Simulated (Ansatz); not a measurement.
# Ti: the crystal squeezed far

Aim: compress Ti (sc type) step by step, far beyond the usual range, and follow pressure and electronic structure. Methods of the runs shown: PAW. Its runs: cell relaxed at zero pressure (PAW); volume scaled by 1 (PAW); volume scaled by 0.92 (PAW); volume scaled by 0.84 (PAW); volume scaled by 0.76 (PAW); volume scaled by 0.68 (PAW); volume scaled by 0.6 (PAW); volume scaled by 0.52 (PAW); volume scaled by 0.45 (PAW and PAW (cutoff 250 eV)).

Method: DFT, PBEsol, PAW with Ansatz's default frozen-core files, scalar-relativistic, in Ansatz 0.2.0.

1 further run of the same task is left out (it didn't finish).

**1. The system as given**

It takes space group Pm-3m (No. 221, cubic). Conventional cell: a = 2.624 Å, b = 2.624 Å, c = 2.624 Å, α = 90.00°, β = 90.00°, γ = 90.00°. Ti (site symmetry m-3m) is surrounded by 6 Ti at 2.62 Å.

As a file:

```xyz
1
Lattice="2.6242 0.0000 0.0000 0.0000 2.6242 0.0000 0.0000 0.0000 2.6242" Properties=species:S:1:pos:R:3 pbc="T T T"
Ti    0.0000    0.0000    0.0000
```

Whether this phase is the stable one at these pressures isn't tested.

**2. Cell relaxed at zero pressure, PAW**

Contents of input.yaml:

```yaml
crystal:
  lattice:
    - [2.624213642, 0.0, 0.0]
    - [0.0, 2.624213642, 0.0]
    - [0.0, 0.0, 2.624213642]
  atoms:
    - { symbol: Ti, position: [0.0, 0.0, 0.0] }
kpoints:
  mp_grid: { grid: [14, 14, 14] }
scf:
  occupations: { method: fermi_dirac, width: 0.08 }
hamiltonian:
  xc: pbesol
  pseudopotentials: { kind: paw }
output:
  forces: true
  stress: true
relax:
  f_tol: 0.005
  max_steps: 40
  cell: {}
```

Started as:

```sh
> ansatz run input.yaml --threads 1 --pin off --max-ram 2048MiB --backend cpu --events-out ev --progress --plain --runs-dir out
```

Further steps of the session: Volume scaled by 1, PAW; Volume scaled by 0.92, PAW; Volume scaled by 0.84, PAW; Volume scaled by 0.76, PAW; Volume scaled by 0.68, PAW; Volume scaled by 0.6, PAW; Volume scaled by 0.52, PAW; Volume scaled by 0.45, PAW; Volume scaled by 0.45, PAW (cutoff 250 eV).

**Question.** What will these runs give? Wanted: PAW pressure at 0.45 of the volume; fitted bulk modulus at zero pressure.

As calculated:

| quantity | value |
| --- | --- |
| PAW pressure at 0.45 of the volume | 289.2 GPa |
| PAW (cutoff 250 eV) pressure at 0.45 of the volume | 276.7 GPa |
| fitted bulk modulus at zero pressure (PAW) | 75 GPa |
| its pressure derivative | 3.88 |

In words: By PAW the pressure climbs to 289 GPa at 0.45 of the first volume. A third-order Birch-Murnaghan curve fits the range only roughly (B₀ = 75 GPa, B′ = 3.88, misfit at most 3.68 GPa). A fit over so wide a range leans to the high pressures, so B₀ can be off by several per cent. No all-electron run checks these rows here, and frozen cores can fail under such compression. The ions are at rest, and the electrons smeared by 0.08 eV.
